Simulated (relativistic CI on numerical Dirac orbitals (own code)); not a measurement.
# Ga²⁺: one ion under different settings

Aim: see what numerical and physical settings do to the SCF, the total energy and the lowest levels of Ga²⁺.

Program: relativistic CI on numerical Dirac orbitals (own code) version 3. Level of theory: Dirac-Coulomb-Breit CI, KLI orbitals optimised for each configuration, model QED (radiative potential, 1s self-energy scaled to tabulated hydrogen-like ionisation energies), numerical settings as typed. These are calculated values, not measurements, unless marked.

### Step 1. Starting point

```
ion            : Ga²⁺ (Ga III)
nuclear charge : 31
electrons      : 29
isotope        : A = 69
```

### Step 2. Usual settings

Settings of the run:

```ini
atom Ga  Z=31  charge=2  electrons=29
nucleus A=69  rms_radius_fm=3.9973
hamiltonian dirac-coulomb  breit=on  qed=on  c_scale=1
orbitals kli  potential=per-configuration
slater_scale 1
correlation none
mixing on
grid step=0.0125 r_max=49.7
scf mixing=0.4 start=green max_iterations=150 tolerance=2e-08 node_fill=0.05
configurations
  [Ar] 3d10 4s
  [Ar] 3d10 4p
  [Ar] 3d10 4d
end
```

Launch:

```
$ python run_levels.py task.json out
```

task.json lists these runs, among others, and the program works through them in turn.

From the run's result record (rounded, not every field):

```text
status: converged
levels [i, E_cm, J2, conf, term, w_term, w_jj]:
  - [0, 0, 1, "4s", "2S", 1, 1]
  - [1, 62252.424, 1, "4p", "2P*", 1, 1]
  - [2, 63785.527, 3, "4p", "2P*", 1, 1]
  - [3, 136104.41, 3, "4d", "2D", 1, 1]
  - [4, 136227.44, 5, "4d", "2D", 1, 1]
total_energy [Ha]: -1940.2366606
n_levels_all: 5
overlap: 2.6935e-12
scf_iterations: [12, 12, 12]
orbital_energies [Ha]: {"1s": -376.311, "2s": -47.1895, "2p1/2": -41.8591, "2p3/2": -40.8451, "3s": -6.41343, "3p1/2": -4.6849, "3p3/2": -4.55349, "3d3/2": -1.65283, "3d5/2": -1.63585, "4s": -1.09009}
configurations [conf, odd, states, E_av_Ha, breit_Ha, qed_Ha]:
  - ["4s", 0, 2, -1941.659837, 0.8509, 0.5723]
  - ["4p", 1, 6, -1941.371078, 0.8508, 0.5719]
  - ["4d", 0, 10, -1941.038565, 0.8505, 0.5719]
scf_steps of the first configuration [iteration, E_Ha, residual, outer_eigenvalue_Ha]:
  - [1, -1927.491245, 2.27, -2.014]
  - [2, -1940.754986, 0.631, -1.403]
  - [3, -1941.518172, 0.126, -1.163]
  - [4, -1941.601058, 0.18, -1.153]
  - [5, -1941.660136, 0.019, -1.096]
  - [6, -1941.659224, 0.00592, -1.09]
  - [7, -1941.659706, 0.00161, -1.09]
  - [8, -1941.659841, 8.13e-05, -1.09]
  - [9, -1941.659843, 8.91e-05, -1.09]
  - [10, -1941.659837, 1.41e-06, -1.09]
  - [11, -1941.659837, 5.24e-07, -1.09]
  - [12, -1941.659837, 5.29e-09, -1.09]
```

Run time: 0.21 s. Hardware: 1 thread, shared host.

### Step 3. Slater scale 0.6, iteration limit 30, Breit term off

Settings of the run:

```ini
atom Ga  Z=31  charge=2  electrons=29
nucleus A=69  rms_radius_fm=3.9973
hamiltonian dirac-coulomb  breit=off  qed=on  c_scale=1
orbitals kli  potential=per-configuration
slater_scale 0.6
correlation none
mixing on
grid step=0.0125 r_max=49.7
scf mixing=0.4 start=green max_iterations=30 tolerance=2e-08 node_fill=0.05
configurations
  [Ar] 3d10 4s
  [Ar] 3d10 4p
  [Ar] 3d10 4d
end
```

Result record:

```text
status: converged
levels [i, E_cm, J2, conf, term, w_term]:
  - [0, 0, 1, "4s", "2S", 1]
  - [1, 62243.897, 1, "4p", "2P*", 1]
  - [2, 63818.441, 3, "4p", "2P*", 1]
  - [3, 136190.81, 3, "4d", "2D", 1]
  - [4, 136321.3, 5, "4d", "2D", 1]
total_energy [Ha]: -1941.0875362
n_levels_all: 5
overlap: 2.6935e-12
scf_iterations: [12, 12, 12]
orbital_energies [Ha]: {"1s": -376.311, "2s": -47.1895, "2p1/2": -41.8591, "2p3/2": -40.8451, "3s": -6.41343, "3p1/2": -4.6849, "3p3/2": -4.55349, "3d3/2": -1.65283, "3d5/2": -1.63585, "4s": -1.09009}
configurations [conf, odd, states, E_av_Ha, breit_Ha, qed_Ha]:
  - ["4s", 0, 2, -1941.659837, 0, 0.5723]
  - ["4p", 1, 6, -1941.371078, 0, 0.5719]
  - ["4d", 0, 10, -1941.038565, 0, 0.5719]
scf_steps of the first configuration [iteration, E_Ha, residual, outer_eigenvalue_Ha]:
  - [1, -1927.491245, 2.27, -2.014]
  - [2, -1940.754986, 0.631, -1.403]
  - [3, -1941.518172, 0.126, -1.163]
  - [4, -1941.601058, 0.18, -1.153]
  - [5, -1941.660136, 0.019, -1.096]
  - [6, -1941.659224, 0.00592, -1.09]
  - [7, -1941.659706, 0.00161, -1.09]
  - [8, -1941.659841, 8.13e-05, -1.09]
  - [9, -1941.659843, 8.91e-05, -1.09]
  - [10, -1941.659837, 1.41e-06, -1.09]
  - [11, -1941.659837, 5.24e-07, -1.09]
  - [12, -1941.659837, 5.29e-09, -1.09]
```

Wall time 0.19 s (1 thread, shared host).

### Step 4. Node fill 0.01, potential mixing 0.1

Settings of the run:

```ini
atom Ga  Z=31  charge=2  electrons=29
nucleus A=69  rms_radius_fm=3.9973
hamiltonian dirac-coulomb  breit=on  qed=on  c_scale=1
orbitals kli  potential=per-configuration
slater_scale 1
correlation none
mixing on
grid step=0.0125 r_max=49.7
scf mixing=0.1 start=green max_iterations=150 tolerance=2e-08 node_fill=0.01
configurations
  [Ar] 3d10 4s
  [Ar] 3d10 4p
  [Ar] 3d10 4d
end
```

Result record:

```text
status: converged
levels [i, E_cm, J2, conf, term, w_term]:
  - [0, 0, 1, "4s", "2S", 1]
  - [1, 62269.678, 1, "4p", "2P*", 1]
  - [2, 63789.899, 3, "4p", "2P*", 1]
  - [3, 136137.95, 3, "4d", "2D", 1]
  - [4, 136260.36, 5, "4d", "2D", 1]
total_energy [Ha]: -1940.2364294
n_levels_all: 5
overlap: 2.72e-12
scf_iterations: [16, 16, 14]
orbital_energies [Ha]: {"1s": -376.467, "2s": -47.2433, "2p1/2": -41.9203, "2p3/2": -40.9051, "3s": -6.42507, "3p1/2": -4.69733, "3p3/2": -4.56571, "3d3/2": -1.66425, "3d5/2": -1.64718, "4s": -1.09324}
configurations [conf, odd, states, E_av_Ha, breit_Ha, qed_Ha]:
  - ["4s", 0, 2, -1941.660256, 0.8515, 0.5724]
  - ["4p", 1, 6, -1941.371454, 0.8514, 0.572]
  - ["4d", 0, 10, -1941.038826, 0.851, 0.572]
scf_steps of the first configuration [iteration, E_Ha, residual, outer_eigenvalue_Ha]:
  - [1, -1927.491245, 2.26, -2.014]
  - [2, -1931.74198, 1.91, -1.839]
  - [3, -1940.071327, 0.516, -1.165]
  - [4, -1941.582782, 0.204, -1.265]
  - [5, -1941.403781, 0.327, -1.184]
  - [6, -1941.652068, 0.066, -1.114]
  - [7, -1941.657773, 0.0419, -1.111]
  - [8, -1941.660184, 0.00163, -1.095]
  - [9, -1941.660132, 0.00325, -1.094]
  - [10, -1941.660271, 0.000914, -1.094]
  - [11, -1941.660271, 0.00091, -1.094]
  - [12, -1941.660256, 2.11e-06, -1.093]
  - [13, -1941.660256, 1.11e-05, -1.093]
  - [14, -1941.660256, 1.12e-07, -1.093]
  - [15, -1941.660256, 2.47e-08, -1.093]
  - [16, -1941.660256, 3.43e-09, -1.093]
```

Wall time 0.23 s (1 thread, shared host).

### Step 5. Potential mixing 0.1

Changes to the settings of step 4:

```diff
@@ -8,3 +8,3 @@
 grid step=0.0125 r_max=49.7
-scf mixing=0.1 start=green max_iterations=150 tolerance=2e-08 node_fill=0.01
+scf mixing=0.1 start=green max_iterations=150 tolerance=2e-08 node_fill=0.05
 configurations
```

Result record:

```text
status: converged
levels [i, E_cm, J2, conf, term, w_term]:
  - [0, 0, 1, "4s", "2S", 1]
  - [1, 62252.424, 1, "4p", "2P*", 1]
  - [2, 63785.528, 3, "4p", "2P*", 1]
  - [3, 136104.41, 3, "4d", "2D", 1]
  - [4, 136227.44, 5, "4d", "2D", 1]
total_energy [Ha]: -1940.2366606
n_levels_all: 5
overlap: 2.69399e-12
scf_iterations: [16, 16, 14]
orbital_energies [Ha]: {"1s": -376.311, "2s": -47.1895, "2p1/2": -41.8591, "2p3/2": -40.8451, "3s": -6.41343, "3p1/2": -4.6849, "3p3/2": -4.55349, "3d3/2": -1.65283, "3d5/2": -1.63585, "4s": -1.09009}
configurations [conf, odd, states, E_av_Ha, breit_Ha, qed_Ha]:
  - ["4s", 0, 2, -1941.659837, 0.8509, 0.5723]
  - ["4p", 1, 6, -1941.371078, 0.8508, 0.5719]
  - ["4d", 0, 10, -1941.038565, 0.8505, 0.5719]
scf_steps of the first configuration [iteration, E_Ha, residual, outer_eigenvalue_Ha]:
  - [1, -1927.491245, 2.27, -2.014]
  - [2, -1931.761586, 1.91, -1.838]
  - [3, -1939.983493, 0.523, -1.162]
  - [4, -1941.588557, 0.204, -1.262]
  - [5, -1941.430172, 0.325, -1.186]
  - [6, -1941.654051, 0.0691, -1.111]
  - [7, -1941.658886, 0.0441, -1.108]
  - [8, -1941.659664, 0.00119, -1.092]
  - [9, -1941.659508, 0.00305, -1.091]
  - [10, -1941.659897, 0.000949, -1.09]
  - [11, -1941.659896, 0.000947, -1.09]
  - [12, -1941.659837, 3.89e-06, -1.09]
  - [13, -1941.659837, 1.22e-05, -1.09]
  - [14, -1941.659837, 2.2e-07, -1.09]
  - [15, -1941.659837, 2.57e-08, -1.09]
  - [16, -1941.659837, 1.75e-09, -1.09]
```

Wall time 0.23 s (1 thread, shared host).

### Step 6. QED terms off, nuclear radius 4.397

Settings of the run:

```ini
atom Ga  Z=31  charge=2  electrons=29
nucleus A=69  rms_radius_fm=4.3970
hamiltonian dirac-coulomb  breit=on  qed=off  c_scale=1
orbitals kli  potential=per-configuration
slater_scale 1
correlation none
mixing on
grid step=0.0125 r_max=49.7
scf mixing=0.4 start=green max_iterations=150 tolerance=2e-08 node_fill=0.05
configurations
  [Ar] 3d10 4s
  [Ar] 3d10 4p
  [Ar] 3d10 4d
end
```

Result record:

```text
status: converged
levels [i, E_cm, J2, conf, term, w_term]:
  - [0, 0, 1, "4s", "2S", 1]
  - [1, 62336.056, 1, "4p", "2P*", 1]
  - [2, 63865.097, 3, "4p", "2P*", 1]
  - [3, 136187.76, 3, "4d", "2D", 1]
  - [4, 136310.32, 5, "4d", "2D", 1]
total_energy [Ha]: -1940.8068416
n_levels_all: 5
overlap: 2.69299e-12
scf_iterations: [12, 12, 12]
orbital_energies [Ha]: {"1s": -376.31, "2s": -47.1894, "2p1/2": -41.8591, "2p3/2": -40.8451, "3s": -6.41342, "3p1/2": -4.6849, "3p3/2": -4.55349, "3d3/2": -1.65283, "3d5/2": -1.63585, "4s": -1.09009}
configurations [conf, odd, states, E_av_Ha, breit_Ha, qed_Ha]:
  - ["4s", 0, 2, -1941.657714, 0.8509, 0]
  - ["4p", 1, 6, -1941.368956, 0.8508, 0]
  - ["4d", 0, 10, -1941.036443, 0.8505, 0]
scf_steps of the first configuration [iteration, E_Ha, residual, outer_eigenvalue_Ha]:
  - [1, -1927.489139, 2.27, -2.014]
  - [2, -1940.752864, 0.631, -1.403]
  - [3, -1941.516049, 0.126, -1.163]
  - [4, -1941.598935, 0.18, -1.153]
  - [5, -1941.658013, 0.019, -1.096]
  - [6, -1941.6571, 0.00592, -1.09]
  - [7, -1941.657582, 0.00161, -1.09]
  - [8, -1941.657718, 8.13e-05, -1.09]
  - [9, -1941.657719, 8.91e-05, -1.09]
  - [10, -1941.657714, 1.41e-06, -1.09]
  - [11, -1941.657714, 5.24e-07, -1.09]
  - [12, -1941.657714, 5.29e-09, -1.09]
```

Wall time 0.16 s (1 thread, shared host).

The changed nuclear radius is not that of the isotope named.

### Step 7. Tolerance 0.3

Settings of the run:

```ini
atom Ga  Z=31  charge=2  electrons=29
nucleus A=69  rms_radius_fm=3.9973
hamiltonian dirac-coulomb  breit=on  qed=on  c_scale=1
orbitals kli  potential=per-configuration
slater_scale 1
correlation none
mixing on
grid step=0.0125 r_max=49.7
scf mixing=0.4 start=green max_iterations=73 tolerance=0.3 node_fill=0.05
configurations
  [Ar] 3d10 4s
  [Ar] 3d10 4p
  [Ar] 3d10 4d
end
```

Result record:

```text
status: converged
levels [i, E_cm, J2, conf, term, w_term]:
  - [0, 0, 1, "4s", "2S", 1]
  - [1, 59590.548, 1, "4p", "2P*", 1]
  - [2, 61247.379, 3, "4p", "2P*", 1]
  - [3, 126677.42, 3, "4d", "2D", 1]
  - [4, 126791.99, 5, "4d", "2D", 1]
total_energy [Ha]: -1940.0910722
n_levels_all: 5
overlap: 2.2566e-12
scf_iterations: [3, 3, 3]
orbital_energies [Ha]: {"1s": -377.94, "2s": -47.1215, "2p1/2": -41.9317, "2p3/2": -40.8989, "3s": -6.39962, "3p1/2": -4.68579, "3p3/2": -4.55683, "3d3/2": -1.63227, "3d5/2": -1.61664, "4s": -1.16262}
configurations [conf, odd, states, E_av_Ha, breit_Ha, qed_Ha]:
  - ["4s", 0, 2, -1941.518172, 0.8536, 0.5735]
  - ["4p", 1, 6, -1941.241473, 0.8538, 0.5732]
  - ["4d", 0, 10, -1940.940797, 0.854, 0.5732]
scf_steps of the first configuration [iteration, E_Ha, residual, outer_eigenvalue_Ha]:
  - [1, -1927.491245, 2.27, -2.014]
  - [2, -1940.754986, 0.631, -1.403]
  - [3, -1941.518172, 0.126, -1.163]
```

Run time: 0.14 s. Hardware: 1 thread, shared host.

A bad setting: its result is shown only for the comparison.

### Step 8. Slater scale 0

Settings of the run:

```ini
atom Ga  Z=31  charge=2  electrons=29
nucleus A=69  rms_radius_fm=3.9973
hamiltonian dirac-coulomb  breit=on  qed=on  c_scale=1
orbitals kli  potential=per-configuration
slater_scale 0
correlation none
mixing on
grid step=0.0125 r_max=49.7
scf mixing=0.4 start=green max_iterations=84 tolerance=2e-08 node_fill=0.05
configurations
  [Ar] 3d10 4s
  [Ar] 3d10 4p
  [Ar] 3d10 4d
end
```

Result record:

```text
status: converged
levels [i, E_cm, J2, conf, term, w_term]:
  - [0, 0, 1, "4s", "2S", 1]
  - [1, 62252.424, 1, "4p", "2P*", 1]
  - [2, 63785.527, 3, "4p", "2P*", 1]
  - [3, 136104.41, 3, "4d", "2D", 1]
  - [4, 136227.44, 5, "4d", "2D", 1]
total_energy [Ha]: -1940.2366606
n_levels_all: 5
overlap: 2.6935e-12
scf_iterations: [12, 12, 12]
orbital_energies [Ha]: {"1s": -376.311, "2s": -47.1895, "2p1/2": -41.8591, "2p3/2": -40.8451, "3s": -6.41343, "3p1/2": -4.6849, "3p3/2": -4.55349, "3d3/2": -1.65283, "3d5/2": -1.63585, "4s": -1.09009}
configurations [conf, odd, states, E_av_Ha, breit_Ha, qed_Ha]:
  - ["4s", 0, 2, -1941.659837, 0.8509, 0.5723]
  - ["4p", 1, 6, -1941.371078, 0.8508, 0.5719]
  - ["4d", 0, 10, -1941.038565, 0.8505, 0.5719]
scf_steps of the first configuration [iteration, E_Ha, residual, outer_eigenvalue_Ha]:
  - [1, -1927.491245, 2.27, -2.014]
  - [2, -1940.754986, 0.631, -1.403]
  - [3, -1941.518172, 0.126, -1.163]
  - [4, -1941.601058, 0.18, -1.153]
  - [5, -1941.660136, 0.019, -1.096]
  - [6, -1941.659224, 0.00592, -1.09]
  - [7, -1941.659706, 0.00161, -1.09]
  - [8, -1941.659841, 8.13e-05, -1.09]
  - [9, -1941.659843, 8.91e-05, -1.09]
  - [10, -1941.659837, 1.41e-06, -1.09]
  - [11, -1941.659837, 5.24e-07, -1.09]
  - [12, -1941.659837, 5.29e-09, -1.09]
```

Wall time 0.2 s (1 thread, shared host).

An extreme setting, but here it did no harm: energy and levels are those of the usual run.

### Step 9. The runs side by side

| setting | total energy less usual (Ha) | largest shift of a level among the lowest eight of both runs, same label and place (cm⁻¹) | SCF iterations | time | lowest level | kind of change |
| --- | --- | --- | --- | --- | --- | --- |
| usual | 0 | 0 | 36 | 0.21 s | 4s 2S1/2 | - |
| Slater scale 0.6, iteration limit 30, Breit term off | -0.851 | 93.9 | 36 | 0.19 s | 4s 2S1/2 | model term |
| node fill 0.01, potential mixing 0.1 | 0.000231 | 33.5 | 46 | 0.23 s | 4s 2S1/2 | numerical |
| potential mixing 0.1 | 0 | 0 | 46 | 0.23 s | 4s 2S1/2 | numerical |
| QED terms off, nuclear radius 4.397 | -0.57 | 83.6 | 36 | 0.16 s | 4s 2S1/2 | unphysical constant |
| tolerance 0.3 | 0.146 | 9440 | 9 | 0.14 s | 4s 2S1/2 | unsound |
| Slater scale 0 | 0 | 0 | 36 | 0.2 s | 4s 2S1/2 | extreme, harmless here |

### Step 10. What came out

```
                    quantity          value
lowest level, usual settings       4s 2S1/2
                total energy  -1940.2367 Ha
            first excitation     62252 cm⁻¹
```

**Reading.** Among the runs whose levels can be followed, they move most under «tolerance 0.3» (unsound), by up to 9440 cm⁻¹. No visible change in the result comes from «potential mixing 0.1» or «Slater scale 0». Only the listed configurations are in the model. In a near-neutral ion this small CI can misplace whole configurations by 10,000 cm⁻¹ or more.
